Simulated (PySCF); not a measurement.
# C10H14Cl2SeSi (PhSiCl2(SeBu)): the cost of one run

Programs: PySCF 2.14.0, with routines of our own; each step states its level. All values are computed. Atoms count from 0.

## 1. The starting structure

28 atoms, charge 0, multiplicity 1; geometry from: GFN2-xTB.

## 2. NMR shifts: GIAO KT3/pcSseg-1

What the job is given:

```
{"job": {"kind": "nmr", "xc": "KT3", "basis": "pcSseg-1", "pop": false}, "charge": 0, "multiplicity": 1}
C     -3.768886    -0.883576     1.310786
C     -3.181154    -0.317468     0.025135
C     -1.679640    -0.568542    -0.068762
C     -1.077164    -0.044172    -1.359217
Se    -1.134543     1.932264    -1.530481
Si     0.422013     2.433142     0.076707
Cl    -0.369851     2.471746     1.950335
Cl     1.116277     4.287879    -0.351129
C      1.814698     1.151966     0.010944
C      1.951187     0.168017     0.985429
C      2.943672    -0.790411     0.887234
C      3.817030    -0.778888    -0.187390
C      3.689696     0.193005    -1.166347
C      2.692739     1.146096    -1.070521
H     -4.838372    -0.694025     1.356406
H     -3.609045    -1.958939     1.362955
H     -3.300821    -0.424805     2.178856
H     -3.363424     0.759366    -0.017709
H     -3.675511    -0.772216    -0.836448
H     -1.489043    -1.644909    -0.021491
H     -1.180030    -0.108069     0.786589
H     -1.625138    -0.414435    -2.227028
H     -0.028001    -0.328831    -1.452060
H      1.276777     0.153785     1.828610
H      3.033562    -1.549459     1.650257
H      4.593083    -1.526434    -0.263607
H      4.366144     0.205676    -2.008114
H      2.591207     1.896235    -1.841410
```

Level: GIAO KT3/pcSseg-1 NMR shielding, non-relativistic, gas phase.

Started as:

```bash
$ OMP_NUM_THREADS=1 python large_run.py task.json out
```

The driver reads the jobs from task.json and runs them one after another.

Q: Estimate the wall time and peak memory of this job on 1 thread of Arm Neoverse V1, shared host.

About 32 s, with a peak of 0.62 GiB.
